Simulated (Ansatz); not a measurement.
Consider vertical spin-state energies of CH6BNO2, SMILES CNB(O)O (Ansatz 0.2.0, Python API).

Script `ch6bno2.py`:
```python
"""Gap between spin states of CH6BNO2 at one geometry."""

from dataclasses import dataclass
import warnings

import ansatz as az


@dataclass(frozen=True)
class Settings:
    basis_set: str = "def2-SVPD"
    xc: str = "pbe"


opts = Settings()

GEOMETRY = """
C     1.45790    0.20890    0.24280
N     0.42310   -0.81020    0.07100
B    -0.91200   -0.15650   -0.29060
O    -1.56670    0.75620    0.64560
O    -1.55970   -0.48390   -1.55760
H     1.20830    0.89940    1.07970
H     1.59840    0.78760   -0.69700
H     2.42170   -0.28820    0.48130
H     0.29210   -1.29740    0.98700
H    -1.23850    1.65560    0.39180
H    -2.12460   -1.27160   -1.35380
"""

warnings.simplefilter("ignore", az.DeckWarning)

system = az.Crystal.molecule()
for line in GEOMETRY.strip().splitlines():
    symbol, *xyz = line.split()
    system = system.atom(symbol, [float(v) for v in xyz])

setup = (
    system.calculation()
    .basis(gaussian=opts.basis_set)
    .functional(opts.xc)
)
found = {}
for unpaired in [0, 2]:
    data = setup.spin("collinear", total=unpaired).run(threads=1).report
    s = unpaired / 2
    found[unpaired] = data["free_energy_ev"]
    print(f"2S+1 = {unpaired + 1}: E = {found[unpaired]:.5f} eV, <S^2> = {abs(data['mean_field']['state']['spin_squared']):.3f} (pure state {s * (s + 1):.2f})")
lowest = min(found, key=found.get)
for unpaired, e in found.items():
    print(f"multiplicity {unpaired + 1}: {23.060548 * (e - found[lowest]):.1f} kcal/mol above the lowest")
```

Which spin state is lowest at this geometry, and how far above lie the others?

In order: multiplicity 1 (+0.00 eV) and multiplicity 3 (+4.20 eV), all at the one geometry.

What the script printed:

Running `python ch6bno2.py` prints:
```text
2S+1 = 1: E = -7383.55576 eV, <S^2> = 0.000 (pure state 0.00)
2S+1 = 3: E = -7379.35876 eV, <S^2> = 2.004 (pure state 2.00)
multiplicity 1: 0.0 kcal/mol above the lowest
multiplicity 3: 96.8 kcal/mol above the lowest
```

Notes:
- Total energies depend on the basis set; only differences at equal settings carry meaning.
- The geometry is a force-field or estimated start, not a minimum of this method, and the basis set is short of its limit. All parts are taken at fixed geometry, without zero-point energy.
- Timing: 16 s on 1 thread of Intel(R) Xeon(R) Processor @ 2.30GHz, on a shared host, peak memory 0.39 GiB.
